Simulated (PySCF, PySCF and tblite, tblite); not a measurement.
# C3H3BrO2: a path driven as rotation about a bond, and NMR exchange

An exercise on one series of results from a longer session: the logs are not shown, and one member is left open.

Programs: PySCF 2.14.0 with density-fitted response routines of our own, and tblite 0.8.0. All values are computed, except where a source is named. Atoms count from 0 throughout.

## The molecule as given

9 atoms, charge 0, multiplicity 1; geometry from: force field or distance geometry start.

Bonds of the start (Å): C1–C2 1.48, C1–H6 1.10, C2–Br3 1.88, C2–C4 1.33, C4–H7 1.09, C4–O5 1.37, O0–C1 1.24, O5–H8 0.98.

Set-up of the first run:

The job: settings as JSON, then the geometry in Å.

```
{"job": {"xc": "GFN2-xTB", "basis": "xTB", "kind": "relax"}, "charge": 0, "multiplicity": 1}
O     -0.782200    -1.599900     0.525200
C     -1.088400    -0.401100     0.587200
C     -0.197900     0.664300     0.063700
Br    -0.792300     2.434600     0.236600
C      0.954600     0.352700    -0.522700
O      1.459600    -0.909700    -0.712400
H     -2.021000    -0.064400     1.063600
H      1.644400     1.094200    -0.936700
H      0.836900    -1.564800    -0.329800
```

The run is started by

```bash
> OMP_NUM_THREADS=1 python ens_run.py task.json out
```

One launch serves the whole session.

Among the steps run: GFN2-xTB relaxation, start minimum; Relaxed scan, rotation; Nudged elastic band, leg 1; Saddle search, leg 1; DFT refinement, start: PBE0-D3(BJ)/def2-SVP; Shieldings, start: BHandHLYP/pcSseg-1; Shieldings, saddle of leg 1: BHandHLYP/pcSseg-1; Shieldings, end: BHandHLYP/pcSseg-1; Barriers, rates and exchange; Shieldings, start: PBE0/6-31G*; Single-point energy, saddle of leg 1: PBE0/6-31G*; Shieldings, end: PBE0/6-31G*; Second level: PBE0/6-31G* + D3(BJ); Shieldings, start: B3LYP/pcSseg-1; Single-point energy, saddle of leg 1: B3LYP/pcSseg-1; Shieldings, end: B3LYP/pcSseg-1; Second level: B3LYP/pcSseg-1 + D3(BJ).

One table of the session follows, with a row left open; its other results are not shown here.

It belongs to the step «Second level: B3LYP/pcSseg-1 + D3(BJ)». Barriers by level (kcal/mol; entropies in cal/(mol K)). Zero-point and thermal terms come from xTB in every row. ΔG‡ leaves symmetry out; the rate counts equivalent paths (a factor of 2); effective ΔG‡, where given, is the barrier that would give that rate by Eyring's equation alone:

```
                      level    ΔE‡  with zero-point    ΔH‡  ΔG‡ (298 K)  ΔE of reaction
                   GFN2-xTB  15.74            15.12  15.14        14.88            9.17
       PBE0-D3(BJ)/def2-SVP      ?                ?      ?            ?               ?
BHandHLYP/pcSseg-1 + D3(BJ)  18.97            18.34  18.37        18.11           10.67
    B3LYP/pcSseg-1 + D3(BJ)  20.54            19.92  19.94        19.68           11.39
```

**Question.** Estimate the row for PBE0-D3(BJ)/def2-SVP.

As computed: ΔE‡: 22.48; with zero-point: 21.86; ΔH‡: 21.88; ΔG‡ (298 K): 21.62; ΔE of reaction: 12.39. In the column «ΔE‡» it is the highest.
